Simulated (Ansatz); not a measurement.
# O4Si4: the cost of one run

Computed with Ansatz 0.2.0 (the levels named in each step, unless a step's input says otherwise).

## (1) The starting structure

Bond lengths: O1–Si2 1.711 Å, Si2–Si3 2.482 Å, Si3–O4 1.711 Å, O1–Si5 1.680 Å, O4–Si5 1.680 Å, Si5–O6 1.641 Å, O6–Si7 1.663 Å, Si5–O8 1.641 Å, Si7–O8 1.663 Å. Angles (14 of 19 angles, heavy atoms first): O1–Si2–Si3 93.3°, Si2–O1–Si5 123.7°, Si2–Si3–O4 93.3°, Si3–O4–Si5 123.7°, O1–Si5–O4 105.9°, O1–Si5–O6 114.8°, O1–Si5–Si7 127.1°, O1–Si5–O8 114.8°, O4–Si5–O6 114.8°, O4–Si5–Si7 127.1°, O4–Si5–O8 114.8°, O6–Si5–Si7 45.9°, O6–Si5–O8 91.9°, Si7–Si5–O8 45.9°.

Structure file:

```xyz
8

O    -0.3799    1.3924   -0.0548
Si   -2.0800    1.4861   -0.2228
Si   -2.3613   -0.9801   -0.2195
O    -0.6838   -1.2713   -0.0512
Si    0.4691   -0.0534    0.0467
O     1.7130   -0.1968   -1.0144
Si    2.7578   -0.3142    0.2747
O     1.4826   -0.1673    1.3326
```

## (2) A rough first relaxation, PBE-D4/def2-SVP

This run stands in another session on the same molecule. It ended at:

```xyz
8

O    -0.4480    1.3717   -0.0612
Si   -2.0519    1.7193   -0.2230
Si   -2.3865   -1.2136   -0.2191
O    -0.7454   -1.2357   -0.0577
Si    0.4756   -0.0542    0.0474
O     1.7129   -0.1968   -1.0479
Si    2.8845   -0.3287    0.2873
O     1.4761   -0.1665    1.3655
```

## (3) Relaxation, PBE0-D4/def2-TZVPP

File input.yaml:

```yaml
crystal:
  periodic: [false, false, false]
  atoms:
    - { symbol: O, position_ang: [-0.44796667, 1.37167317, -0.06120084] }
    - { symbol: Si, position_ang: [-2.05189977, 1.71931542, -0.22303861] }
    - { symbol: Si, position_ang: [-2.38645687, -1.21362586, -0.21905234] }
    - { symbol: O, position_ang: [-0.74538625, -1.23569838, -0.05766329] }
    - { symbol: Si, position_ang: [0.47564853, -0.05418707, 0.04742649] }
    - { symbol: O, position_ang: [1.71289164, -0.19681068, -1.04785908] }
    - { symbol: Si, position_ang: [2.88449342, -0.32865603, 0.28725674] }
    - { symbol: O, position_ang: [1.47606597, -0.16654056, 1.36550093] }
magnetization:
  spin_polarized: true
  initial_magnetization: 1
total_charge: 1
basis:
  gaussian: { orbitals: def2-TZVPP }
hamiltonian:
  xc: pbe0
  dispersion: d4
relax:
  f_tol: 0.002
  max_steps: 150
```

Started as:

```sh
$ ansatz run input.yaml --threads 4 --pin off --max-ram 10240MiB --backend cpu --events-out ev --progress --plain --runs-dir out
```

Q: Estimate wall time and peak memory on 4 threads of Intel Xeon Platinum 8488C (Sapphire Rapids), shared host.

About 3 min, with a peak of 1.5 GiB.
